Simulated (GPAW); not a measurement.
# Co3Ir (Pm-3m) in GPAW: further runs

Aim: see how the results for Co3Ir move with the level of theory and the settings. Levels: PBEsol, LDA. Tasks: band structure, equation of state.

Everything below comes from runs of GPAW 26.7.0. Logs are shortened: lines on timing, memory, paths and dates and some standing lists are left out, and cuts for length are marked. The log counts tension as positive stress, the text compression.

## Step 1: The crystal as given

Symmetry: Pm-3m, No. 221, cubic system. The conventional cell has a = 3.583 Å, b = 3.583 Å, c = 3.583 Å, α = 90.00°, β = 90.00°, γ = 90.00°. Ir (site symmetry m-3m) is surrounded by 12 Co at 2.53 Å. Co (site symmetry 4/mmm) is surrounded by 4 Ir at 2.53 Å and 8 Co at 2.53 Å.

The cell comes from a database or a generator and needn't be the stable form of this composition.

## Step 2: Band structure, PBEsol, collinear spin, ferromagnetic start

Contents of run.py:

```python
from ase import Atoms
from ase.dft.bandgap import bandgap
from ase.io import write
from ase.units import GPa
from gpaw import GPAW, PW, setup_paths

setup_paths.insert(0, '.')

atoms = Atoms(['Ir', 'Co', 'Co', 'Co'],
              cell=[[3.582561, 0.0, 0.0],
                    [0.0, 3.582561, 0.0],
                    [0.0, 0.0, 3.582561]],
              scaled_positions=[[0.0, 0.0, 0.0],
                                [0.5, 0.5, 0.0],
                                [0.5, 0.0, 0.5],
                                [0.0, 0.5, 0.5]],
              pbc=True)
atoms.set_initial_magnetic_moments([0.6, 2.0, 2.0, 2.0])

calc = GPAW(mode=PW(600),
            xc='PBEsol',
            kpts={'size': (6, 6, 6), 'gamma': True},
            occupations={'name': 'fermi-dirac', 'width': 0.05},
            nbands=41,
            convergence={'density': 1e-05, 'energy': 1e-05},
            maxiter=150,
            txt='gpaw.txt')
atoms.calc = calc
energy = atoms.get_potential_energy()
forces = atoms.get_forces()
stress = atoms.get_stress()
calc.write('gs.gpw')
write('result.traj', atoms)
print(f'Energy: {energy:.6f} eV')
print('Forces (eV/A):')
print(forces.round(4))
print('Stress (GPa):', (stress / GPa).round(3))
print('Moments:', calc.get_magnetic_moments().round(3))
print('Fermi level:', round(calc.get_fermi_level(), 4), 'eV')
print(f'Gap: {bandgap(calc)[0]:.4f} eV, direct: {bandgap(calc, direct=True)[0]:.4f} eV')

path = atoms.cell.bandpath('GXMGRX,MR', npoints=60, eps=1e-4)
bs_calc = calc.fixed_density(kpts=path, symmetry='off', nbands=57,
                             convergence={'bands': 'CBM+6.0', 'eigenstates': 1e-6}, txt='bands.txt')
bs = bs_calc.band_structure()
bs.write('bs.json')
print(f'Gap on the path: {bandgap(bs_calc)[0]:.4f} eV')
```

Potentials or basis: PAW data sets generated in the run's folder for this functional, pw.

Command:

```bash
gpaw-setup -f PBEsol Co Ir
OMP_NUM_THREADS=1 python run.py
```

gpaw.txt:

```text
__  _  _
 | _ |_)|_||  |
 |__||  | ||/\| - 26.7.0

Input parameters:
  mode=PW(ecut=600.0),
  convergence={'density': 1e-05, 'energy': 1e-05},
  kpts=MonkhorstPack(size=(6, 6, 6), gamma=True),
  maxiter=150,
  nbands=41,
  occupations=Occupations(name='fermi-dirac', width=0.05),
  xc=XC(name='PBEsol')

Diagonalizing LCAO Hamiltonian
Converting LCAO to pw mode
   .--------.
  /|        |
 * |        |
 |Co        |
 | .-Co-----.
 |/   Co   /
 Ir-------*

Atoms  # Å, Bohr magnetons
|   | symbol |        x |        y |        z |    initial magnetic moments |
|---|--------|----------|----------|----------|-----------------------------|
| 0 |     Ir | 0.000000 | 0.000000 | 0.000000 | ( 0.0000,  0.0000,  0.6000) |
| 1 |     Co | 1.791281 | 1.791281 | 0.000000 | ( 0.0000,  0.0000,  2.0000) |
| 2 |     Co | 1.791281 | 0.000000 | 1.791281 | ( 0.0000,  0.0000,  2.0000) |
| 3 |     Co | 0.000000 | 1.791281 | 1.791281 | ( 0.0000,  0.0000,  2.0000) |

Unit cell  # Å
| periodic |        x |        y |        z |  lengths |    angles |
|----------|----------|----------|----------|----------|-----------|
|      yes | 3.582561 | 0.000000 | 0.000000 | 3.582561 | 90.000000 |
|      yes | 0.000000 | 3.582561 | 0.000000 | 3.582561 | 90.000000 |
|      yes | 0.000000 | 0.000000 | 3.582561 | 3.582561 | 90.000000 |

Number of symmetries: 48
Symmetry operations  # r_c * U_cc + t_c -> r_c
|    | kind |            matrix            |
|----|------|------------------------------|
|  0 |  E   |  1, 0, 0,  0, 1, 0,  0, 0, 1 |
|  1 |  σ   |  1, 0, 0,  0, 1, 0,  0, 0,-1 |
|  2 |  σ   |  1, 0, 0,  0, 0, 1,  0, 1, 0 |
|  3 |  C4  |  1, 0, 0,  0, 0, 1,  0,-1, 0 |
|  4 |  C4  |  1, 0, 0,  0, 0,-1,  0, 1, 0 |
|  5 |  σ   |  1, 0, 0,  0, 0,-1,  0,-1, 0 |
|  6 |  σ   |  1, 0, 0,  0,-1, 0,  0, 0, 1 |
|  7 |  C2  |  1, 0, 0,  0,-1, 0,  0, 0,-1 |
|  8 |  σ   |  0, 1, 0,  1, 0, 0,  0, 0, 1 |
|  9 |  C2  |  0, 1, 0,  1, 0, 0,  0, 0,-1 |
| 10 |  C3  |  0, 1, 0,  0, 0, 1,  1, 0, 0 |
| 11 |  S6  |  0, 1, 0,  0, 0, 1, -1, 0, 0 |
| 12 |  S6  |  0, 1, 0,  0, 0,-1,  1, 0, 0 |
| 13 |  C3  |  0, 1, 0,  0, 0,-1, -1, 0, 0 |
| 14 |  C4  |  0, 1, 0, -1, 0, 0,  0, 0, 1 |
| 15 |  S4  |  0, 1, 0, -1, 0, 0,  0, 0,-1 |
| 16 |  C3  |  0, 0, 1,  1, 0, 0,  0, 1, 0 |
| 17 |  S6  |  0, 0, 1,  1, 0, 0,  0,-1, 0 |
| 18 |  σ   |  0, 0, 1,  0, 1, 0,  1, 0, 0 |
| 19 |  C4  |  0, 0, 1,  0, 1, 0, -1, 0, 0 |
| 20 |  C2  |  0, 0, 1,  0,-1, 0,  1, 0, 0 |
| 21 |  S4  |  0, 0, 1,  0,-1, 0, -1, 0, 0 |
| 22 |  S6  |  0, 0, 1, -1, 0, 0,  0, 1, 0 |
| 23 |  C3  |  0, 0, 1, -1, 0, 0,  0,-1, 0 |
| 24 |  S6  |  0, 0,-1,  1, 0, 0,  0, 1, 0 |
| 25 |  C3  |  0, 0,-1,  1, 0, 0,  0,-1, 0 |
| 26 |  C4  |  0, 0,-1,  0, 1, 0,  1, 0, 0 |
| 27 |  σ   |  0, 0,-1,  0, 1, 0, -1, 0, 0 |
| 28 |  S4  |  0, 0,-1,  0,-1, 0,  1, 0, 0 |
| 29 |  C2  |  0, 0,-1,  0,-1, 0, -1, 0, 0 |
| 30 |  C3  |  0, 0,-1, -1, 0, 0,  0, 1, 0 |
| 31 |  S6  |  0, 0,-1, -1, 0, 0,  0,-1, 0 |
[... 106 lines left out ...]
    |   4p |  0.000 |      -1.248 |    1.058 |
    |   3d |  7.000 |      -8.230 |    1.005 |
    |    s |        |      21.723 |    1.005 |
    |    p |        |      25.963 |    1.058 |
    |    d |        |      18.981 |    1.005 |

    Using partial waves for Co as LCAO basis

Reference energy: -597954.463297  # eV

eigensolver:
  PPCG
  Converge bands: occupied
  niter=2

density mixing:
  MSR1-Mixer
  Pratt-step length: 0.05
  Maximum mixing coefficient: 0.75
  Old densities: 10
  SVD Regularization: 0.005
  Good broyden scale: 1.0
  Trust region scale: 1.0
  Backstep threshold: 4.0
  History deletion threshold: 6.0
  Fourier metric: weight=20.0, sigma=0.015

occupation numbers:
  Fermi-Dirac:
    width: 0.0500  # eV

poisson solver:
  ecut: 4800.0  # eV

xc functional:
  name: PBEsol with 2 nearest neighbor stencil

convergence criteria:
- Maximum integral of absolute [dens]ity change: 1e-05 electrons / valence electron
- Maximum [total energy] change in last 3 cyles: 1e-05 eV / valence electron
- Maximum integral of absolute [eigenst]ate change: 4e-08 eV^2 / valence electron
maximum number of iterations: 150

SCF iterations
|iter     | |      energy | eigst |  dens |  magmom |
|---------|-|-------------|-------|-------|---------|
|iter:   1| |  -37.140776 | +0.45 |       |  +6.6082|
|iter:   2| |  -37.032027 | -1.70 | -1.00 |  +6.5103|
|iter:   3| |  -36.874192 | -2.76 | -1.15 |  +6.2911|
|iter:   4| |  -36.891310 | -2.74 | -1.29 |  +5.8902|
|iter:   5| |  -36.950782 | -3.39 | -1.49 |  +5.5884|
|iter:   6| |  -37.024624 | -2.92 | -1.60 |  +4.9423|
|iter:   7| |  -37.035077 | -3.29 | -1.99 |  +4.3954|
|iter:   8| |  -37.042361 | -4.11 | -2.14 |  +4.0902|
|iter:   9| |  -37.046658 | -3.85 | -2.24 |  +3.9363|
|iter:  10| |  -37.047230 | -4.62 | -2.57 |  +3.8937|
|iter:  11| |  -37.047353 | -5.69 | -3.06 |  +3.8809|
|iter:  12| |  -37.047397c| -6.61 | -3.61 |  +3.8769|
|iter:  13| |  -37.047413c| -7.27 | -4.06 |  +3.8743|
|iter:  14| |  -37.047416c| -7.84c| -4.51 |  +3.8735|
|iter:  15| |  -37.047416c| -8.45c| -5.12c|  +3.8733|

Converged in 15 steps
Energy contributions relative to reference atoms: (reference = -597954.463297)

Energy contributions:
  Kinetic:          25.215657
  Coulomb:         -20.649259
  Zero:             -0.356339
  External:          0.000000
  Xc:              -41.234669
  Entropy:          -0.045613
  Spinorbit:         0.000000
  ----------------------------
  Free energy:     -37.070223
  Extrapolated:    -37.047416

dipole moment: (-22.774881, -22.774881, -22.774881)  # |e|*Ang

Total magnetic moment: (0.000000, 0.000000, 3.873292)

Local magnetic moments
|        x |        y |        z |
|----------|----------|----------|
| 0.000000 | 0.000000 | 0.333415 |  # Ir   0
| 0.000000 | 0.000000 | 1.219415 |  # Co   1
| 0.000000 | 0.000000 | 1.219415 |  # Co   2
| 0.000000 | 0.000000 | 1.219415 |  # Co   3

Fermi level: 11.897
Eigenvalues  # (at kpt = [0.000, 0.000, 0.000])
| band index |      eig [eV] | occ [0-1] |      eig [eV] | occ [0-1] |
|------------|---------------|-----------|---------------|-----------|
|          0 |       -37.523 |     1.000 |       -37.278 |     1.000 |
|        ... |               |           |               |           |
|          9 |         7.008 |     1.000 |         7.734 |     1.000 |
|         10 |         9.269 |     1.000 |        10.353 |     1.000 |
|         11 |         9.269 |     1.000 |        10.353 |     1.000 |
|         12 |         9.269 |     1.000 |        10.353 |     1.000 |
|         13 |        10.629 |     1.000 |        11.862 |     0.667 |
|         14 |        10.629 |     1.000 |        11.862 |     0.667 |
[... 8 lines left out ...]
|         23 |        12.819 |     0.000 |        13.612 |     0.000 |
|         24 |        14.219 |     0.000 |        14.269 |     0.000 |
|        ... |               |           |               |           |
|         40 |        34.824 |     0.000 |        35.138 |     0.000 |

No gap
No difference between direct/indirect transitions

Forces  # eV/Ang
|        x |        y |        z |
|----------|----------|----------|
| -0.00000 | -0.00000 | -0.00000 |  # Ir   0
|  0.00000 |  0.00000 |  0.00000 |  # Co   1
|  0.00000 |  0.00000 |  0.00000 |  # Co   2
|  0.00000 |  0.00000 |  0.00000 |  # Co   3

Stress tensor  # eV/Ang^3
|        x |        y |        z |
|----------|----------|----------|
| 0.038169 | 0.000000 | 0.000000 |
| 0.000000 | 0.038169 | 0.000000 |
| 0.000000 | 0.000000 | 0.038169 |

# Writing to gs.gpw (mode='')
```

Run time: 3.3 min. Hardware: 1 thread of Intel Xeon Platinum 8488C (Sapphire Rapids), shared host; peak memory 0.43 GiB.

What came out:

- Free energy: -37.0702 eV
- Pressure: -6.1 GPa
- Band gap along the path: none (metal or under the smearing width)
- Net moment: 3.87 μB per cell
- Site moments: Ir +0.33; Co +1.22 μB

Levels at the corners of the path, in eV from the Fermi level:
Spin up:
```csv
point,band 20,band 21,band 22,band 23,band 24,band 25,band 26,band 27
Γ,0.19,0.19,0.92,0.92,0.92,2.32,2.32,2.32
X,-1.41,-1.07,-0.97,-0.47,-0.38,0.87,7.96,7.96
M,-1.49,-1.37,-1.01,-1.01,1.05,1.05,1.99,3.06
Γ,0.19,0.19,0.92,0.92,0.92,2.32,2.32,2.32
R,-0.31,-0.31,-0.31,0.15,0.15,0.15,0.32,0.32
X,-1.41,-1.07,-0.97,-0.47,-0.38,0.87,7.96,7.96
M,-1.49,-1.37,-1.01,-1.01,1.05,1.05,1.99,3.06
R,-0.31,-0.31,-0.31,0.15,0.15,0.15,0.32,0.32
```
Spin down:
| point | band 16 | band 17 | band 18 | band 19 | band 20 | band 21 | band 22 | band 23 |
| --- | --- | --- | --- | --- | --- | --- | --- | --- |
| Γ | 0.76 | 1.06 | 1.06 | 1.06 | 1.25 | 1.25 | 1.71 | 1.71 |
| X | -0.45 | -0.45 | -0.39 | -0.39 | -0.30 | -0.19 | 0.34 | 0.64 |
| M | -1.44 | -0.64 | -0.61 | -0.61 | -0.40 | -0.03 | 0.01 | 0.01 |
| Γ | 0.76 | 1.06 | 1.06 | 1.06 | 1.25 | 1.25 | 1.71 | 1.71 |
| R | -0.62 | -0.28 | -0.28 | -0.28 | 0.82 | 0.82 | 0.82 | 1.15 |
| X | -0.45 | -0.45 | -0.39 | -0.39 | -0.30 | -0.19 | 0.34 | 0.64 |
| M | -1.44 | -0.64 | -0.61 | -0.61 | -0.40 | -0.03 | 0.01 | 0.01 |
| R | -0.62 | -0.28 | -0.28 | -0.28 | 0.82 | 0.82 | 0.82 | 1.15 |

Caveat: spin-orbit coupling is left out, which moves the levels of the heavy elements.

## Step 3: Band structure, LDA, collinear spin, ferromagnetic start

run.py: that of step 2 with these lines changed.

```diff
@@ -4,5 +4,3 @@
 from ase.units import GPa
-from gpaw import GPAW, PW, setup_paths
-
-setup_paths.insert(0, '.')
+from gpaw import GPAW, PW
 
@@ -20,3 +18,3 @@
 calc = GPAW(mode=PW(600),
-            xc='PBEsol',
+            xc='LDA',
             kpts={'size': (6, 6, 6), 'gamma': True},
```

Potentials or basis: the program's PAW data sets (release 1.2.1) made for this functional, pw.

Command:

```bash
OMP_NUM_THREADS=1 python run.py
```

Run time: 3.4 min. Hardware: 1 thread of Intel Xeon Platinum 8488C (Sapphire Rapids), shared host; peak memory 0.42 GiB.

The run converged. Its results:

| Property | Result |
| --- | --- |
| Free energy | -38.9889 eV |
| Pressure | -15.1 GPa |
| Band gap along the path | none (metal or under the smearing width) |
| Net moment | 3.48 μB per cell |
| Site moments | Ir +0.28; Co +1.09 μB |

Levels at the corners of the path, in eV from the Fermi level:
Spin up:
```
point  band 20  band 21  band 22  band 23  band 24  band 25
    Γ     0.29     0.29     0.96     0.96     0.96     2.35
    X    -1.34    -1.01    -0.85    -0.36    -0.27     0.91
    M    -1.43    -1.28    -0.95    -0.95     1.15     1.15
    Γ     0.29     0.29     0.96     0.96     0.96     2.35
    R    -0.26    -0.26    -0.26     0.23     0.23     0.23
    X    -1.34    -1.01    -0.85    -0.36    -0.27     0.91
    M    -1.43    -1.28    -0.95    -0.95     1.15     1.15
    R    -0.26    -0.26    -0.26     0.23     0.23     0.23
```
Spin down:
```
point  band 16  band 17  band 18  band 19  band 20  band 21  band 22  band 23
    Γ     0.66     0.95     0.95     0.95     1.16     1.16     1.64     1.64
    X    -0.54    -0.54    -0.48    -0.48    -0.38    -0.27     0.25     0.54
    M    -1.49    -0.73    -0.70    -0.70    -0.47    -0.13    -0.08    -0.08
    Γ     0.66     0.95     0.95     0.95     1.16     1.16     1.64     1.64
    R    -0.47    -0.17    -0.17    -0.17     0.71     0.71     0.71     1.08
    X    -0.54    -0.54    -0.48    -0.48    -0.38    -0.27     0.25     0.54
    M    -1.49    -0.73    -0.70    -0.70    -0.47    -0.13    -0.08    -0.08
    R    -0.47    -0.17    -0.17    -0.17     0.71     0.71     0.71     1.08
```

Caveat: spin-orbit coupling is left out, which moves the levels of the heavy elements.

## Step 4: Equation of state, LDA, collinear spin, ferromagnetic start

Contents of run.py:

```python
from ase import Atoms
from ase.eos import EquationOfState
from ase.io import Trajectory
from ase.units import GPa
from gpaw import GPAW, PW

atoms = Atoms(['Ir', 'Co', 'Co', 'Co'],
              cell=[[3.582561, 0.0, 0.0],
                    [0.0, 3.582561, 0.0],
                    [0.0, 0.0, 3.582561]],
              scaled_positions=[[0.0, 0.0, 0.0],
                                [0.5, 0.5, 0.0],
                                [0.5, 0.0, 0.5],
                                [0.0, 0.5, 0.5]],
              pbc=True)
atoms.set_initial_magnetic_moments([0.6, 2.0, 2.0, 2.0])

traj = Trajectory('eos.traj', 'w')
volumes, energies = [], []
for x in [0.94, 0.96, 0.98, 1.0, 1.02, 1.04, 1.06]:
    a = atoms.copy()
    a.set_cell(atoms.cell * x**(1 / 3), scale_atoms=True)
    calc = GPAW(mode=PW(600),
                xc='LDA',
                kpts={'size': (6, 6, 6), 'gamma': True},
                occupations={'name': 'fermi-dirac', 'width': 0.05},
                nbands=41,
                convergence={'density': 1e-05, 'energy': 1e-05},
                maxiter=150,
                txt=f'eos-{x:.2f}.txt')
    a.calc = calc
    energies.append(a.get_potential_energy(force_consistent=True))
    volumes.append(a.get_volume())
    p = -a.get_stress()[:3].mean() / GPa
    calc.write(f'eos-{x:.2f}.gpw')
    traj.write(a)
    print(f'{x:.2f} {volumes[-1]:10.4f} A^3 {energies[-1]:14.6f} eV {p:9.3f} GPa', flush=True)

v0, e0, B = EquationOfState(volumes, energies, eos='birchmurnaghan').fit()
print(f'V0 = {v0:.4f} A^3, E0 = {e0:.6f} eV, B0 = {B / GPa:.2f} GPa')
```

Command:

```bash
OMP_NUM_THREADS=1 python run.py
```

Wall time 7.4 min (1 thread of Intel Xeon Platinum 8488C (Sapphire Rapids), shared host); peak memory 0.32 GiB.

The run converged. Its results:

```
Equilibrium volume                      : 10.91 Å³/atom
Bulk modulus                            : 319 GPa
Pressure derivative of the bulk modulus : 6.4 (rough: it moves with the points fitted)
```

Energy against volume, from the lowest point:
| volume (Å³/atom) | energy (meV/atom) |
| --- | --- |
| 10.806 | 0.00 |
| 11.036 | 0.52 |
| 11.265 | 9.61 |
| 11.495 | 26.48 |
| 11.725 | 49.76 |
| 11.955 | 78.48 |
| 12.185 | 111.70 |

The run has no spin-orbit coupling, so splittings on Ir are missing.

## Step 5: The reference run

An earlier run on the cell as given: functional PBEsol; potentials or basis PAW data sets generated in the run's folder for this functional; cutoff 600 eV; basis pw; k mesh 8 × 8 × 8; occupations fermi-dirac, width 0.05 eV; collinear spin, ferromagnetic start; starting moments [0.6, 2.0, 2.0, 2.0] μB.

* Pressure: -2.9 GPa
* Band gap on the k mesh: none (metal or under the smearing width)
* Net moment: 4.75 μB per cell
* Site moments: Ir +0.48; Co +1.46 μB

## Step 6: Overview

```csv
task,level,potentials or basis,k mesh,band path,band points,pressure (GPa),moment (μB)
band structure,PBEsol,"PAW data sets generated in the run's folder for this functional, pw",6 × 6 × 6,"GXMGRX,MR",60,-6.1,3.87
band structure,LDA,"the program's PAW data sets (release 1.2.1) made for this functional, pw",6 × 6 × 6,"GXMGRX,MR",60,-15.1,3.48
equation of state,LDA,"the program's PAW data sets (release 1.2.1) made for this functional, pw",6 × 6 × 6,-,-,-,-
single point,PBEsol,"PAW data sets generated in the run's folder for this functional, pw",8 × 8 × 8,-,-,-2.9,4.75
```

Alike in all rows: spin collinear, ferromagnetic start; cell as given; cutoff (eV) 600; smearing fermi-dirac 0.05 eV.

Caveats: spin-orbit coupling is left out, which moves the levels of the heavy elements (some runs).

Total energies depend on the potentials used, so only differences within one code and one set of settings carry meaning.
